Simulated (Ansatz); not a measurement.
# AlFHO radical + SiH4O + H2O: a complex and its separated parts

The complex below is one end of an elementary step. How strongly is it bound against its free parts?

Computed with Ansatz 0.2.0, Gaussian basis. Level: PBE0-D4/def2-TZVP structures, single points in def2-TZVPP, no counterpoise correction.

Levels: SPW92, PBE-D4, BLYP-D4, r2SCAN-D4, B97M-V, PBE0-D4, B3LYP-D4, r2SCAN0-D4, BHLYP-D4, CAM-B3LYP-D4, wB97X-V, wB97M-V, B2PLYP, PBE-QIDH, RPA on PBE, Hartree-Fock, MP2, CCSD, CCSD(T).

Cores are frozen in the correlated methods. Orbitals are unrestricted. B3LYP uses VWN-RPA correlation. B2PLYP carries no dispersion term here.

114 further runs of the same task are left out: 1 that didn't finish, 113 set aside as unsound or not needed.

## (1) The starting structure

The complex: 13 atoms, charge 0, spin multiplicity 2.

Atoms are counted from 1 here; the program's logs count them from 0.

Bond lengths: Al1–O2 1.915 Å, Al1–F4 1.678 Å, Al1–O6 1.762 Å, O2–Si3 1.691 Å, O2–H7 1.025 Å, Si3–H9 1.478 Å, Si3–H10 1.476 Å, Si3–H11 1.483 Å, H5–O8 0.993 Å, O6–H12 0.957 Å, O8–H13 0.960 Å. Angles: O2–Al1–F4 96.2°, O2–Al1–O6 94.5°, F4–Al1–O6 117.3°, Al1–O2–Si3 124.2°, Al1–O2–H7 109.6°, Si3–O2–H7 117.3°, O2–Si3–H9 110.7°, O2–Si3–H10 106.6°, O2–Si3–H11 105.9°, H9–Si3–H10 112.2°, H9–Si3–H11 110.2°, H10–Si3–H11 111.1°, Al1–O6–H12 119.7°, H5–O8–H13 107.3°.

Geometry (Å):

```
atom    x (Å)    y (Å)    z (Å)
 Al1  -1.5369   0.7661  -0.3987
  O2   0.0799  -0.2294  -0.6464
 Si3   0.1473  -1.9142  -0.7755
  F4  -2.4866  -0.5413   0.0546
  H5   0.7876   1.5760   1.0616
  O6  -0.8814   1.7749   0.8883
  H7   0.8486   0.2350  -0.1532
  O8   1.6283   1.1066   0.8173
  H9  -0.1639  -2.5498   0.5218
 H10  -0.8158  -2.2944  -1.8271
 H11   1.5369  -2.2343  -1.1823
 H12  -1.3706   2.5413   1.1858
 H13   2.2266   1.7634   0.4537
```

Its parts: AlFHO radical holds atoms 1, 4, 6, 12; SiH4O holds atoms 2, 3, 7, 9, 10, 11; H2O holds atoms 5, 8, 13. Each part counts its atoms afresh in its own runs.

## (2) Relaxing AlFHO radical alone

relax-a/in.yaml reads:

```yaml
crystal:
  periodic: [false, false, false]
  atoms:
    - {symbol: Al, position_ang: [-1.536930, 0.766069, -0.398734]}
    - {symbol: F, position_ang: [-2.486559, -0.541263, 0.054573]}
    - {symbol: O, position_ang: [-0.881417, 1.774901, 0.888330]}
    - {symbol: H, position_ang: [-1.370569, 2.541343, 1.185791]}
basis:
  gaussian: {orbitals: def2-TZVP}
magnetization: {spin_polarized: true, initial_magnetization: 1}
hamiltonian: {xc: pbe0, dispersion: d4}
relax: {f_tol: 0.005, max_steps: 200}
```

On the command line:

```sh
> ansatz run in.yaml --threads 4 --pin off --events-out ev --progress --plain --max-ram 66560MiB --backend cpu
```

After this run come: Relaxing SiH4O alone; Relaxing H2O alone; SPW92/def2-TZVPP; PBE-D4/def2-TZVPP; BLYP-D4/def2-TZVPP; r2SCAN-D4/def2-TZVPP; B97M-V/def2-TZVPP; PBE0-D4/def2-TZVPP; B3LYP-D4/def2-TZVPP; r2SCAN0-D4/def2-TZVPP; BHLYP-D4/def2-TZVPP; CAM-B3LYP-D4/def2-TZVPP; wB97X-V/def2-TZVPP; wB97M-V/def2-TZVPP; B2PLYP/def2-TZVPP; PBE-QIDH/def2-TZVPP; RPA on PBE/def2-TZVPP; CCSD(T)/def2-TZVPP; CCSD(T)/def2-QZVPP; Vibrations of AlFHO radical; Vibrations of SiH4O; Vibrations of H2O.

**Question.** What will these runs give? Wanted: complex less parts, CCSD(T)/def2-TZVPP; with zero-point energy; largest T1 diagnostic.

As calculated:

```
                              quantity      value
complex less parts, CCSD(T)/def2-TZVPP  -1.623 eV
                with zero-point energy  -1.432 eV
                 largest T1 diagnostic      0.016
```

**Reading.** At CCSD(T) the complex lies 1.623 eV below its parts. Among the functionals wB97M-V lands nearest to CCSD(T) (-0.006 eV) and SPW92 farthest (-0.723 eV). Mean unsigned error by rung: LDA 0.723, GGA 0.057, meta-GGA 0.101, hybrid 0.091, range-separated hybrid 0.055, double hybrid 0.075 eV. PBE-D4 gives a relative energy 0.088 eV too low, outside chemical accuracy (1 kcal/mol, 0.043 eV). No counterpoise was applied, and triple zeta lacks some correlation, so the CCSD(T) reference has a basis error of its own, and close matches with it are partly luck.
